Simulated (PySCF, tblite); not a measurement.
# C₅H₄ClF₂O radical: geometry, infrared bands and EPR parameters

Aim: predict the infrared bands and EPR parameters of C₅H₄ClF₂O radical (`O=C=C(CCl)C[C](F)F`).

Computed with tblite 0.8.0 and PySCF 2.14.0, with density-fitted response routines of our own, on a single molecule in the gas phase. Atoms count from 0, in the outputs and in this text.

## 1. Starting geometry

13 atoms, charge 0, multiplicity 2; geometry from: force field or distance geometry start.

Bonds of the start (Å): O0–C1 1.16, C1–C2 1.31, C2–C3 1.49, C3–Cl4 1.79, C2–C5 1.51, C5–C6 1.48, C6–F7 1.35, C6–F8 1.34, C3–H9 1.08, C3–H10 1.10, C5–H11 1.10, C5–H12 1.11.

## 2. Relaxing the molecule with GFN2-xTB

What the job is given:

```
{"job": {"kind": "relax", "xc": "GFN2-xTB", "basis": "xTB"}, "charge": 0, "multiplicity": 2}
O      0.446700     2.714900    -1.267200
C      0.418600     1.640500    -0.819600
C      0.409200     0.431100    -0.304200
C      0.942600    -0.728100    -1.076900
Cl     2.544000    -1.182800    -0.432400
C     -0.207500     0.156700     1.041700
C     -1.610600    -0.315800     0.937900
F     -1.861000    -1.594300     0.602400
F     -2.628200     0.531900     1.158400
H      1.054700    -0.510700    -2.129100
H      0.287600    -1.611000    -0.984200
H      0.385400    -0.596000     1.582000
H     -0.185800     1.064000     1.673400
```

Launch:

```bash
> OMP_NUM_THREADS=1 python probes_run.py task.json out
```

The driver reads the jobs from task.json and runs them one after another.

**Question.** This job is followed by: GFN2-xTB harmonic vibrations, gas phase; UKS B3LYP, pcH-1 on C Cl F H O, non-relativistic, mean-field spin-orbit, GIAO. What will the session give for the following? strongest single infrared mode (GFN2-xTB); zero-point energy (GFN2-xTB); g(iso) (B3LYP); ⟨S²⟩; largest a(iso) (averaged by class); potential on the surface of density 0.002 e/bohr³, 1st and 99th percentile.

The runs gave:

```
                                                                  quantity                   value
                                 strongest single infrared mode (GFN2-xTB)  2252 cm⁻¹, 1500 km/mol
                                              zero-point energy (GFN2-xTB)           49.3 kcal/mol
                                                            g(iso) (B3LYP)                 2.00374
                                                                      ⟨S²⟩      0.754 (exact 0.75)
                                        largest a(iso) (averaged by class)    13C on C6, 336.6 MHz
potential on the surface of density 0.002 e/bohr³, 1st and 99th percentile      -0.63 V and 1.61 V
```

In words: The optimisation took 56 steps and gained 0.257 eV; among the close pairs (by a distance rule), C2–C5 changed most, from 1.506 to 1.535 Å. No mode is imaginary among the 33: a minimum at this level. The strongest single mode, at 2252 cm⁻¹, moves mainly C1. GFN2-xTB is a fitted tight-binding method: band positions and strengths are rough. Its intensities can rank the bands wrongly. C6 carries the largest spin population, 0.83 e. The isotropic g lies 1.4 ppt above the free-electron value.
